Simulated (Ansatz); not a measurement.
**YS: from the listed structure to its properties**

This session takes YS and sets out to relax cell and atoms and see whether it has a gap, which orbitals make up the states near it and how charge is shared.

Program: Ansatz 0.2.0. Level of theory: DFT PBEsol, scalar-relativistic, plane waves, PAW. These are calculated values, not measurements.

**1. Starting point**

It takes space group Fm-3m (No. 225, cubic). Conventional cell: a = 5.487 Å, b = 5.487 Å, c = 5.487 Å, α = 90.00°, β = 90.00°, γ = 90.00°. Around Y (site symmetry m-3m) lie 6 S at 2.74 Å. S (site symmetry m-3m) has 6 Y at 2.74 Å as nearest neighbours.

Coordinates:

```cif
data_structure
_symmetry_space_group_name_H-M 'Fm-3m'
_symmetry_Int_Tables_number 225
_cell_length_a 5.4873
_cell_length_b 5.4873
_cell_length_c 5.4873
_cell_angle_alpha 90.000
_cell_angle_beta 90.000
_cell_angle_gamma 90.000
_cell_volume 165.23
loop_
_atom_site_label
_atom_site_type_symbol
_atom_site_symmetry_multiplicity
_atom_site_Wyckoff_symbol
_atom_site_fract_x
_atom_site_fract_y
_atom_site_fract_z
_atom_site_occupancy
Y1 Y 4 b 0.50000 0.00000 0.00000 1
S1 S 4 a 0.00000 0.00000 0.00000 1
```

Source of the structure: the Crystallography Open Database.

(A quick probe on a coarse mesh, which set the mesh and smearing, is not shown.)

**3. Full relaxation**

File input.yaml:

```yaml
crystal:
  lattice:
    - [0.0, 2.74365, 2.74365]
    - [2.74365, 0.0, 2.74365]
    - [2.74365, 2.74365, 0.0]
  atoms:
    - { symbol: "Y", position: [0.5, 0.5, 0.5] }
    - { symbol: S, position: [0.0, 0.0, 0.0] }
basis:
  ecutwfc: 420
kpoints:
  mp_grid: { grid: [14, 14, 14] }
hamiltonian:
  xc: pbesol
scf:
  occupations: { method: gaussian, width: 0.1 }
output:
  forces: true
  stress: true
  eigenvalues: true
  write_density: true
  write_potential: true
  elf: true
  volumetric_format: npy
relax:
  adjacent_minimum: "off"
  f_tol: 0.005
  max_steps: 80
  cell: { stress_tol: 0.05 }
```

Launch:

```bash
> ansatz run input.yaml --threads 1 --pin off --max-ram 2560MiB --backend cpu --events-out ev --progress --plain --runs-dir out
```

Further runs follow: electronic structure at the relaxed geometry.

Before running it: what results should come out? Wanted: relaxed cell; volume; formation energy; gap; states at the Fermi level; Bader charges.

**Answer**, as computed:

| quantity | value |
| --- | --- |
| relaxed cell (conventional) | a = 5.460 Å, b = 5.460 Å, c = 5.460 Å, α = 90.00°, β = 90.00°, γ = 90.00° |
| space group (0.01 Å) | Fm-3m (No. 225) |
| volume | 20.35 Å³/atom |
| formation energy (elements from runs with the same settings, not shown) | -2.15 eV/atom |
| gap | none (metal) |
| states at the Fermi level | 0.90 per eV per cell |
| Bader charges | Y +1.62, S -1.62 e |

**Reading.** The cell shrank by 1.5 % in volume on relaxing. The start is a reported cell, which holds thermal expansion that this zero-temperature run lacks. Bands cross the Fermi level: a metal at this level of theory. Of the projected weight within 0.25 eV of the Fermi level, the largest part is Y 4d (86 %). Charge transfer between the atoms is strong (Bader charges up to 1.6 e). Spin polarisation is off in the runs that give these values; a magnetic solution could lie lower.
